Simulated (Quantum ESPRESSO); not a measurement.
**TiSn: phonons with PBE**

TiSn:

```
Ti Sn
1.0
     0.00000    2.80055    2.80055
     2.80055    0.00000    2.80055
     2.80055    2.80055    0.00000
Ti Sn
1 1
Direct
  0.00000 0.00000 0.00000
  0.50000 0.50000 0.50000
```

The cell was built by a generator and needn't be a form met in nature.

| Quantity | Value |
| --- | --- |
| Program | Quantum ESPRESSO 7.5 |
| Task | phonons |
| Functional | PBE |
| Potentials or basis | GBRV 1.5 PBE |
| Cutoff | 925 eV |
| Density cutoff | 7401 eV |
| k mesh | 7 × 7 × 7 |
| Occupations | cold, width 0.2 eV |
| Spin | no spin polarisation |
| Mixing beta | 0.5 |
| Most SCF iterations | 120 |
| SCF threshold | 4e-10 Ry |

| Item | Value |
| --- | --- |
| Relaxed volume | 21.90 Å³/atom |
| Relaxed cell | a = 3.957 Å, b = 3.957 Å, c = 3.957 Å, α = 60.00°, β = 60.00°, γ = 60.00° |
| Space group after relaxing (to 0.05 Å) | Fm-3m (No. 225) |
| Pressure after relaxing | 0.0 GPa |
| Band gap on the k mesh | none (metal or under the smearing width) |
| Highest phonon frequency at Γ | 240 cm⁻¹ |

Final structure:
```yaml
crystal:
  lattice:
    - [0.00000, 2.79791, 2.79791]
    - [2.79791, 0.00000, 2.79791]
    - [2.79791, 2.79791, 0.00000]
  atoms:
    - { symbol: Ti, position: [0.00000, 0.00000, 0.00000] }
    - { symbol: Sn, position: [0.50000, 0.50000, 0.50000] }
```

Levels at points of the mesh, in eV from the Fermi level:
```tsv
k point	band 9	band 10	band 11	band 12	band 13	band 14	band 15	band 16	band 17	band 18
(0.00, 0.00, 0.00)	-20.85	-9.70	0.10	0.10	0.10	0.45	0.45	3.33	3.33	3.33
```

Phonon frequencies in cm⁻¹ (negative: imaginary):
| q point | frequencies |
| --- | --- |
| (0.000, 0.000, 0.000) | 3 3 3 240 240 240 |

Optical modes at Γ, degenerate ones joined:
| cm⁻¹ | components | symmetry | active in |
| --- | --- | --- | --- |
| 240 | 3 | T1u | IR |

It took 12 min on 1 thread of Arm Neoverse V1, with other jobs on the host, peak memory 0.28 GiB.

Caveat: the mesh is thin for the phonons of a metal.
